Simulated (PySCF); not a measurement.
# [Tl(NH2)2]+: from a template to the relaxed complex

Task: relax [Tl(NH2)2]+, compute its harmonic modes and analyse its electrons. The structure is generated, not taken from experiment.

The runs use PySCF 2.14.0; PBE0, Tl def2-SVP with ECP60, N def2-SVP, H def2-SVP; scalar-relativistic core potentials, no spin–orbit coupling.

4 further runs of the same task are left out: 2 for a known fault of the program, 2 that didn't finish.

### 1 The system as given

7 atoms, charge 1, spin multiplicity 1.

Bond lengths: Tl1–N2 2.061 Å, Tl1–N5 2.061 Å, N2–H3 1.018 Å, N2–H4 1.018 Å, N5–H6 1.018 Å, N5–H7 1.018 Å. Angles: N2–Tl1–N5 180.0°, Tl1–N2–H3 125.4°, Tl1–N2–H4 125.4°, H3–N2–H4 109.2°, Tl1–N5–H6 125.4°, Tl1–N5–H7 125.4°, H6–N5–H7 109.2°.

As a file:

```xyz
7
charge 1, multiplicity 1
Tl    0.0000    0.0000    0.0000
N     0.0000    0.0000    2.0610
H     0.5869    0.5869    2.6510
H    -0.5869   -0.5869    2.6510
N     0.0000    0.0000   -2.0610
H     0.5869   -0.5869   -2.6510
H    -0.5869    0.5869   -2.6510
```

Formal oxidation states: Tl +3.

### 2 SCF at the start, singlet

run.py (the lines that set the calculation) reads:

```python
mol = gto.M(atom='''
Tl     0.00000     0.00000     0.00000
N      0.00000     0.00000     2.06100
H      0.58690     0.58690     2.65100
H     -0.58690    -0.58690     2.65100
N      0.00000     0.00000    -2.06100
H      0.58690    -0.58690    -2.65100
H     -0.58690     0.58690    -2.65100''',
    basis={'Tl': 'def2-SVP', 'N': 'def2-SVP', 'H': 'def2-SVP'},
    ecp={'Tl': 'def2-SVP'},
    charge=1, spin=0)
mf = dft.RKS(mol, xc='PBE0')
mf.grids.atom_grid = (50, 194)
mf = mf.density_fit()  # fitting sets: Tl def2-universal-JKFIT, N def2-universal-JKFIT, H def2-universal-JKFIT
mf.conv_tol = 1e-08; mf.max_cycle = 55
mf.kernel(dm0)  # dm0: free metal ions and neutral atoms
```

On the command line:

```
$ OMP_NUM_THREADS=2 python run.py
```

Output:

```text
init E= -283.889271365782
  HOMO = -0.514814334701398  LUMO = -0.384835904076462  gap/eV = 3.53689
cycle= 1 E= -283.816106672417  delta_E= 0.0732  |g|= 0.549  |ddm|=  2.7
  HOMO = -0.378266320621928  LUMO = -0.23904627376541  gap/eV = 3.78837
cycle= 2 E= -283.661662201974  delta_E= 0.154  |g|= 0.946  |ddm|= 1.23
  HOMO = -0.468439367484347  LUMO = -0.292808716793941  gap/eV = 4.77915
cycle= 3 E= -283.887071125913  delta_E= -0.225  |g|= 0.0594  |ddm|= 0.882
  HOMO = -0.466982812493072  LUMO = -0.296445910338873  gap/eV = 4.64055
cycle= 4 E= -283.888188899001  delta_E= -0.00112  |g|= 0.0119  |ddm|= 0.101
  HOMO = -0.465914125671122  LUMO = -0.293526645703167  gap/eV = 4.69090
cycle= 5 E= -283.888224536359  delta_E= -3.56e-05  |g|= 0.0025  |ddm|= 0.0193
  HOMO = -0.466228026898784  LUMO = -0.293767959446678  gap/eV = 4.69288
cycle= 6 E= -283.888225761826  delta_E= -1.23e-06  |g|= 0.000301  |ddm|= 0.003
  HOMO = -0.466258011465627  LUMO = -0.293761526386259  gap/eV = 4.69387
cycle= 7 E= -283.888225787561  delta_E= -2.57e-08  |g|= 4.66e-05  |ddm|= 0.000467
  HOMO = -0.466259776167759  LUMO = -0.293767143693369  gap/eV = 4.69376
cycle= 8 E= -283.888225788215  delta_E= -6.54e-10  |g|= 3.07e-06  |ddm|= 8.27e-05
  HOMO = -0.466258657478964  LUMO = -0.293766430202165  gap/eV = 4.69375
Extra cycle  E= -283.88822578821  delta_E= 4.66e-12  |g|= 4.87e-06  |ddm|= 6.56e-06
converged SCF energy = -283.88822578821
```

Wall time 1.4 s (2 threads of Arm Neoverse V1, shared host); peak memory 0.4 GiB.

It gives: E = -283.888226 Eh, HOMO -12.69 eV, LUMO -7.99 eV, Mulliken charge on Tl1 +0.94 e. 

### 3 Relaxation, singlet

Steps are kept in the start's point group, D2d.

run.py (the lines that set the calculation), as its differences from that of step 2:

```diff
@@ -15,2 +15,3 @@
 mf.conv_tol = 1e-08; mf.max_cycle = 55
-mf.kernel(dm0)  # dm0: free metal ions and neutral atoms
+mf.kernel(dm0)  # dm0: an SCF of this state at this start
+# quasi-Newton relaxation in Cartesian coordinates to a largest gradient under 0.00045 Eh/bohr, steps kept in the point group
```

On the command line:

```
$ OMP_NUM_THREADS=2 python run.py
```

The driver keeps no SCF log for this step, only its results.

It took 8.9 s on 2 threads of Arm Neoverse V1, shared host.

Relaxation path:

```csv
step,energy from step 1 (eV),largest force component (eV/Å)
1,0.0000,0.8810
2,-0.2950,0.4634
3,-0.3525,0.2721
4,-0.3546,0.0618
5,-0.3548,0.0038
```

Distances of close pairs at the start and the end, largest changes first:

```csv
bond,before (Å),after (Å),change (Å)
Tl1–N2,2.061,1.962,-0.099
Tl1–N5,2.061,1.962,-0.099
N2–H3,1.018,1.015,-0.003
N2–H4,1.018,1.015,-0.003
N5–H6,1.018,1.015,-0.003
N5–H7,1.018,1.015,-0.003
```

It ends in D2d at E = -283.901265 Eh.

```xyz
7
charge 1, multiplicity 1
Tl    0.0000    0.0000    0.0000
N     0.0000    0.0000    1.9615
H     0.6141    0.6141    2.4865
H    -0.6141   -0.6141    2.4865
N     0.0000    0.0000   -1.9615
H     0.6141   -0.6141   -2.4865
H    -0.6141    0.6141   -2.4865
```

### 4 Harmonic vibrations

run.py (the lines that set the calculation) reads:

```python
mol = gto.M(atom='''
Tl     0.00000     0.00000     0.00000
N      0.00000     0.00000     1.96153
H      0.61415     0.61415     2.48647
H     -0.61415    -0.61415     2.48647
N      0.00000     0.00000    -1.96153
H      0.61415    -0.61415    -2.48647
H     -0.61415     0.61415    -2.48647''',
    basis={'Tl': 'def2-SVP', 'N': 'def2-SVP', 'H': 'def2-SVP'},
    ecp={'Tl': 'def2-SVP'},
    charge=1, spin=0)
mf = dft.RKS(mol, xc='PBE0')
mf.grids.atom_grid = (50, 194)
mf = mf.density_fit()  # fitting sets: Tl def2-universal-JKFIT, N def2-universal-JKFIT, H def2-universal-JKFIT
mf.conv_tol = 1e-10; mf.max_cycle = 55
mf.kernel(dm0)  # dm0: the density of the relaxed state
# Hessian and dipole derivatives by central differences of gradients, 0.02 bohr
```

On the command line:

```
$ OMP_NUM_THREADS=2 python run.py
```

The driver keeps no SCF log for this step, only its results.

It took 19 s on 2 threads of Arm Neoverse V1, shared host.

Point group D2d; negative numbers are unstable modes, and those under 60 cm⁻¹ are near the numerical noise:

```csv
cm⁻¹,km/mol,symmetry
-458,195.1,e
-458,195.1,e
175,10.9,e
175,10.9,e
325,0.0,b1
645,0.0,a1
729,36.9,b2
848,14.9,e
848,14.9,e
1464,5.2,b2
1492,0.0,a1
3592,410.8,b2
3597,0.0,a1
3743,177.3,e
3743,177.3,e
```

### 5 Displaced along the imaginary mode

No symmetry is imposed.

run.py (the lines that set the calculation) reads:

```python
mol = gto.M(atom='''
Tl     0.00153    -0.00185     0.00000
N     -0.04040     0.04197     1.96153
H      0.79143     0.43788     2.48710
H     -0.43686    -0.79041     2.48585
N     -0.00434     0.01216    -1.96153
H      0.59200    -0.62556    -2.47988
H     -0.63629     0.60273    -2.49306''',
    basis={'Tl': 'def2-SVP', 'N': 'def2-SVP', 'H': 'def2-SVP'},
    ecp={'Tl': 'def2-SVP'},
    charge=1, spin=0)
mf = dft.RKS(mol, xc='PBE0')
mf.grids.atom_grid = (50, 194)
mf = mf.density_fit()  # fitting sets: Tl def2-universal-JKFIT, N def2-universal-JKFIT, H def2-universal-JKFIT
mf.conv_tol = 1e-08; mf.max_cycle = 55
mf.kernel(dm0)  # dm0: an SCF of this state at this start
# quasi-Newton relaxation in Cartesian coordinates to a largest gradient under 0.00045 Eh/bohr, steps kept in the point group
```

On the command line:

```
$ OMP_NUM_THREADS=2 python run.py
```

The driver keeps no SCF log for this step, only its results.

Run time: 27 s. Hardware: 2 threads of Arm Neoverse V1, shared host.

Along the way:

```csv
step,energy from step 1 (eV),largest force component (eV/Å)
1,0.0000,2.3414
2,-0.0990,0.2446
3,-0.1233,1.6971
4,-0.1554,0.2521
5,-0.1829,0.5387
6,-0.1827,0.9638
7,-0.1916,0.7683
8,-0.1995,0.4273
9,-0.2060,0.2259
10,-0.2078,0.1053
11,-0.2083,0.0739
12,-0.2088,0.0374
13,-0.2089,0.0252
14,-0.2090,0.0156
```

Close pairs (by a distance rule), those that changed most:

```csv
bond,before (Å),after (Å),change (Å)
Tl1–N5,1.962,2.019,+0.057
Tl1–N2,1.962,2.019,+0.056
N2–H4,1.061,1.023,-0.037
N2–H3,1.061,1.024,-0.037
N5–H7,1.015,1.024,+0.009
N5–H6,1.015,1.023,+0.008
```

It ends in C2 at E = -283.907735 Eh.

```csv
atom,x (Å),y (Å),z (Å)
Tl1,0.0388,-0.0527,-0.0004
N2,-0.1071,0.1053,2.0068
H3,0.7863,0.3751,2.4285
H4,-0.4258,-0.7679,2.4346
N5,0.1828,0.1955,-1.9989
H6,0.5043,-0.6575,-2.4629
H7,-0.7124,0.4792,-2.4077
```

### 6 The relaxed geometry turned into its symmetry frame

run.py (the lines that set the calculation) reads:

```python
mol = gto.M(atom='''
Tl     0.00007    -0.02247    -0.00050
N     -0.14555     0.13556     2.00689
H      0.74782     0.40605     2.42831
H     -0.46280    -0.73850     2.43351
N      0.14436     0.22569    -1.99884
H      0.46729    -0.62641    -2.46389
H     -0.75083     0.50880    -2.40794''',
    basis={'Tl': 'def2-SVP', 'N': 'def2-SVP', 'H': 'def2-SVP'},
    ecp={'Tl': 'def2-SVP'},
    charge=1, spin=0)
mf = dft.RKS(mol, xc='PBE0')
mf.grids.atom_grid = (50, 194)
mf = mf.density_fit()  # fitting sets: Tl def2-universal-JKFIT, N def2-universal-JKFIT, H def2-universal-JKFIT
mf.conv_tol = 1e-08; mf.max_cycle = 55
mf.kernel(dm0)  # dm0: free metal ions and neutral atoms
```

On the command line:

```
$ OMP_NUM_THREADS=2 python run.py
```

Output:

```text
init E= -283.93144363739
  HOMO = -0.534299564731182  LUMO = -0.35079179145802  gap/eV = 4.99350
cycle= 1 E= -283.845545906939  delta_E= 0.0859  |g|= 0.508  |ddm|= 2.61
  HOMO = -0.402215650486514  LUMO = -0.23321240382691  gap/eV = 4.59881
cycle= 2 E= -283.742608785613  delta_E= 0.103  |g|= 0.814  |ddm|= 1.12
  HOMO = -0.486712879678945  LUMO = -0.270710517272548  gap/eV = 5.87772
cycle= 3 E= -283.906863380092  delta_E= -0.164  |g|= 0.0547  |ddm|= 0.778
  HOMO = -0.485315323495239  LUMO = -0.272156671880033  gap/eV = 5.80034
cycle= 4 E= -283.907708875158  delta_E= -0.000845  |g|= 0.0101  |ddm|= 0.0937
  HOMO = -0.484414497940778  LUMO = -0.270035976479303  gap/eV = 5.83354
cycle= 5 E= -283.907734135962  delta_E= -2.53e-05  |g|= 0.00233  |ddm|= 0.0191
  HOMO = -0.484685364009431  LUMO = -0.270291408827166  gap/eV = 5.83396
cycle= 6 E= -283.907735252242  delta_E= -1.12e-06  |g|= 0.000226  |ddm|= 0.00324
  HOMO = -0.484708153279829  LUMO = -0.270277549249686  gap/eV = 5.83495
cycle= 7 E= -283.90773526323  delta_E= -1.1e-08  |g|= 0.000159  |ddm|= 0.000464
  HOMO = -0.48470890933118  LUMO = -0.270280039929258  gap/eV = 5.83491
cycle= 8 E= -283.907735267952  delta_E= -4.72e-09  |g|= 8.58e-05  |ddm|= 0.000198
  HOMO = -0.48470560660629  LUMO = -0.270282692710325  gap/eV = 5.83474
Extra cycle  E= -283.907735260709  delta_E= 7.24e-09  |g|= 0.00019  |ddm|= 0.000244
converged SCF energy = -283.907735260709
```

Run time: 0.8 s. Hardware: 2 threads of Arm Neoverse V1, shared host.

It gives: E = -283.907735 Eh, HOMO -13.19 eV, LUMO -7.35 eV, Mulliken charge on Tl1 +0.82 e. 

### 7 Harmonic vibrations

run.py (the lines that set the calculation), as its differences from that of step 6:

```diff
@@ -14,3 +14,4 @@
 mf = mf.density_fit()  # fitting sets: Tl def2-universal-JKFIT, N def2-universal-JKFIT, H def2-universal-JKFIT
-mf.conv_tol = 1e-08; mf.max_cycle = 55
-mf.kernel(dm0)  # dm0: free metal ions and neutral atoms
+mf.conv_tol = 1e-10; mf.max_cycle = 55
+mf.kernel(dm0)  # dm0: the density of the relaxed state
+# Hessian and dipole derivatives by central differences of gradients, 0.02 bohr
```

On the command line:

```
$ OMP_NUM_THREADS=2 python run.py
```

The driver keeps no SCF log for this step, only its results.

Wall time 36 s (2 threads of Arm Neoverse V1, shared host).

Point group C2; negative numbers are unstable modes, and those under 60 cm⁻¹ are near the numerical noise:

```csv
cm⁻¹,km/mol,symmetry
144,0.2,a
168,16.1,b
232,37.5,a
487,25.6,a
595,83.1,b
716,52.7,b
735,87.4,a
938,5.8,a
941,11.1,b
1519,19.3,b
1525,11.7,a
3502,277.8,b
3506,3.4,a
3619,85.0,a
3619,91.5,b
```

### 8 Charges, bond orders and levels

run.py (the lines that set the calculation) reads:

```python
mol = gto.M(atom='''
Tl     0.03883    -0.05272    -0.00041
N     -0.10710     0.10530     2.00684
H      0.78630     0.37515     2.42850
H     -0.42576    -0.76792     2.43456
N      0.18282     0.19546    -1.99889
H      0.50434    -0.65755    -2.46288
H     -0.71235     0.47919    -2.40772''',
    basis={'Tl': 'def2-SVP', 'N': 'def2-SVP', 'H': 'def2-SVP'},
    ecp={'Tl': 'def2-SVP'},
    charge=1, spin=0)
mf = dft.RKS(mol, xc='PBE0')
mf.grids.atom_grid = (75, 302)
mf = mf.density_fit()  # fitting sets: Tl def2-universal-JKFIT, N def2-universal-JKFIT, H def2-universal-JKFIT
mf.conv_tol = 1e-09; mf.max_cycle = 55
mf.kernel(dm0)  # dm0: the density of the relaxed state
```

On the command line:

```
$ OMP_NUM_THREADS=2 python run.py
```

Output:

```text
init E= -283.907728509293
  HOMO = -0.484704054237877  LUMO = -0.270284075650352  gap/eV = 5.83466
cycle= 1 E= -283.907728525843  delta_E= -1.65e-08  |g|= 0.000114  |ddm|= 0.000355
  HOMO = -0.484678747630332  LUMO = -0.270274148688932  gap/eV = 5.83425
cycle= 2 E= -283.907728517813  delta_E= 8.03e-09  |g|= 0.000216  |ddm|= 0.000299
  HOMO = -0.484691950018638  LUMO = -0.270280007179071  gap/eV = 5.83445
cycle= 3 E= -283.907728529121  delta_E= -1.13e-08  |g|= 2.58e-05  |ddm|= 0.000195
  HOMO = -0.484693862916727  LUMO = -0.270280756738858  gap/eV = 5.83448
cycle= 4 E= -283.907728529268  delta_E= -1.46e-10  |g|= 1.04e-05  |ddm|= 3.2e-05
  HOMO = -0.484691980178951  LUMO = -0.270279811124102  gap/eV = 5.83445
Extra cycle  E= -283.907728529187  delta_E= 8.08e-11  |g|= 2.11e-05  |ddm|= 2.77e-05
converged SCF energy = -283.907728529187
```

It took 6.4 s on 2 threads of Arm Neoverse V1, shared host.

Read off: E = -283.907729 Eh, HOMO -13.19 eV, LUMO -7.35 eV, Mulliken charge on Tl1 +0.82 e, largest force component 0.019 eV/Å. 

Löwdin charges:

```csv
atom,value (e)
Tl1,0.80
N2,-0.13
H3,0.11
H4,0.11
N5,-0.13
H6,0.11
H7,0.12
```

Mulliken charges: Tl1 +0.82, N2 -0.32, H3 +0.20, H4 +0.20, N5 -0.32, H6 +0.20, H7 +0.20 e.

Contacts (the nearest donor of each ligand) and Mayer bond orders:

```csv
contact,distance (Å),bond order
Tl1–N2 (NH2),2.019,1.16
Tl1–N5 (NH2),2.019,1.16
```

Mulliken populations of Tl1 outside the core potential: s 3.38, p 6.73, d 10.07.

The fields below are evaluated on a grid from the run's orbitals.

Frontier orbitals at PBE0, with the share of their density that lies nearest to each atom:

```csv
orbital,energy (eV),lies on
HOMO,-13.19,"N2, N5 about 38 % each; Tl1 7 %"
LUMO,-7.35,"Tl1 40 %; N2, N5 about 21 % each"
```

ELF in a plane through or near 5 of the atoms.

Ten even steps from '0' (0.00) to '9' (0.97):
```
0000000000000000000000000000
0000000000000000000000000000
0000000000000000000000000000
0000000000000000000000000000
0000001210000000001110000000
0000068851011211123431000000
0000289982122222236663100000
0000389995323443258886200000
0000169997425665366466200000
0000037866536656364245200000
0000025434636666356787300000
0000026767625665247998610000
0000025888523443225999830000
0000013666322222212899820000
0000001343211121111578500000
0000000011000000000010000000
0000000000000000000000000000
0000000000000000000000000000
0000000000000000000000000000
0000000000000000000000000000
```
The map spans 10.1 Å across and 6.6 Å up, centred on the molecule. Atoms in the plane (x, y in Å): Tl1 (0.0, 0.0), N2 (-2.0, -0.2), H3 (-2.4, 0.7), N5 (2.0, 0.2), H7 (2.4, -0.7).

On the surface of density 0.002 e/bohr³ the electrostatic potential runs, from the 1st to the 99th percentile, from 2.83 V near N2 to 7.39 V near Tl1.

### 9 Summary of results

```
                                                              quantity                            value
                                                 state and point group                      singlet, C2
                                                 first geometry: modes    -458 to 3743 cm⁻¹, 2 unstable
first geometry: strongest infrared band (modes within 1.5 cm⁻¹ summed)           3592 cm⁻¹ (411 km/mol)
                                                                 modes  144 to 3619 cm⁻¹, none unstable
                strongest infrared band (modes within 1.5 cm⁻¹ summed)           3502 cm⁻¹ (278 km/mol)
                                                     zero-point energy                         1.379 eV
                                               ideal gas, 298 K, 1 bar   S = 304.6, Cp = 77.2 J/(mol K)
                                                 metal–ligand contacts                           2.02 Å
                                                       frontier levels    HOMO -13.19 eV, LUMO -7.35 eV
                                       dipole about the centre of mass                           1.70 D
                                                   mean polarisability                           6.2 Å³
```

What this shows: At the first geometry 2 modes are unstable, so this structure is a saddle point; the molecule was then pushed along the lowest one and relaxed again. All modes are real, so the structure is a minimum. The metal carries +0.80 e by Löwdin's partition against a formal +3, and bond orders to the nearest donors reach 1.16. Both measures hang on the basis. Leaving the first, D2d structure gained 0.18 eV and gave C2. One start shape was tried, so another isomer may lie lower. These are double-zeta-type bases without diffuse functions. Spin–orbit coupling is left out.
